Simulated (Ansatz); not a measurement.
What does this script print? It uses the Python package of Ansatz (0.2.0).

`fgeh4no.py`:
```python
# -*- coding: utf-8 -*-
"""Bending curve of FGeH4NO."""

import ansatz as az
from ase import Atoms

atoms = Atoms(["N", "Ge", "O", "F", "H", "H", "H", "H"], positions=[
    (-0.531, 1.3433, 0.1436),
    (0.3088, -0.2263, -0.1559),
    (0.2133, -1.2125, 1.3191),
    (-0.3833, -1.0818, -1.4762),
    (-1.5772, 1.1422, 0.2991),
    (-0.5571, 1.9247, -0.7746),
    (1.8183, 0.0659, -0.5158),
    (0.8004, -2.0127, 1.1048),
])

# start the scan from a relaxed geometry
first = (
    az.Crystal.molecule_from_ase(atoms).calculation()
    .basis(gaussian="def2-SVP")
    .functional("PBE0")
    .relax(force_tolerance=0.02, max_steps=80)
)
atoms.positions = first.run(threads=1).report["positions_ang"]

rows = []
for angle in [85, 95, 105, 115, 125, 140, 160]:
    bent = atoms.copy()
    bent.set_angle(1, 2, 7, angle, indices=[7])
    model = az.Crystal.molecule_from_ase(bent).calculation().basis(gaussian="def2-SVP").functional("PBE0")
    rows.append((angle, model.run(threads=1).report["free_energy_ev"]))
floor = min(e for _, e in rows)
for angle, e in rows:
    print(f"angle Ge1-O2-H7 = {angle:3d} deg   {1000 * (e - floor):9.1f} meV")
```

`python fgeh4no.py` gives:
```text
angle Ge1-O2-H7 =  85 deg       372.2 meV
angle Ge1-O2-H7 =  95 deg       129.0 meV
angle Ge1-O2-H7 = 105 deg        16.0 meV
angle Ge1-O2-H7 = 115 deg         0.0 meV
angle Ge1-O2-H7 = 125 deg        54.3 meV
angle Ge1-O2-H7 = 140 deg       214.4 meV
angle Ge1-O2-H7 = 160 deg       450.9 meV
```

The scan is rigid, and the energies are electronic, in a modest basis. The zero is the lowest point of the grid, which needn't be the minimum. Hardware and time: 64 s on 1 thread of Arm Neoverse V1 (shared host), peak memory 0.28 GiB.
